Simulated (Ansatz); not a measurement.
**AuF (SMILES [F][Au]): functionals against CCSD(T) at one geometry**

An exercise on one series of results from a longer session: the logs are not shown, and one member is left open.

The runs use Ansatz 0.2.0, Gaussian basis; single points in def2-TZVPP.

Correlated methods freeze the cores. Filled d shells of the heavier atoms are correlated. Core potentials replace the inner electrons past krypton, and spin-orbit coupling is left out.

**Starting geometry**

SMILES `[F][Au]`, 2 atoms, charge 0, spin multiplicity 1.

Atoms are counted from 1 here; the program's logs count them from 0.

Bond lengths: F1–Au2 2.046 Å.

Coordinates:

```xyz
2
AuF
F     0.9159   -0.3650    0.3814
Au   -0.7836    0.3513   -0.5033
```

The first run:

File run/in.yaml:

```yaml
crystal:
  periodic: [false, false, false]
  atoms:
    - {symbol: F, position_ang: [0.915900, -0.365000, 0.381400]}
    - {symbol: Au, position_ang: [-0.783600, 0.351300, -0.503300]}
basis:
  gaussian: {orbitals: def2-TZVPP}
correlation: {method: ccsd_t}
output: {forces: true}
```

The command line of these runs was not kept.

Among the steps run: CCSD(T)/def2-TZVPP; PBE0-D4/def2-TZVPP; wB97M-V/def2-TZVPP; r2SCAN-D4/def2-TZVPP; PBE-D4/def2-TZVPP; r2SCAN0-D4/def2-TZVPP; LC-wPBE/def2-TZVPP.

One of the session's tables, all rows but one given; the rest of the session is left out.

```
    method  RMS force component (eV/Å)  dipole (D)
   CCSD(T)                       0.944        4.87
   PBE0-D4                           ?           ?
   wB97M-V                       0.819        5.11
 r2SCAN-D4                       1.004        4.34
    PBE-D4                       0.782        4.04
r2SCAN0-D4                       1.056        4.90
   LC-wPBE                       0.950        5.28
```

Q: Estimate the row for PBE0-D4 from the others.

As computed: RMS force component (eV/Å): 0.920; dipole (D): 4.73. In the column «RMS force component (eV/Å)» it lies between wB97M-V (0.819) and CCSD(T) (0.944).
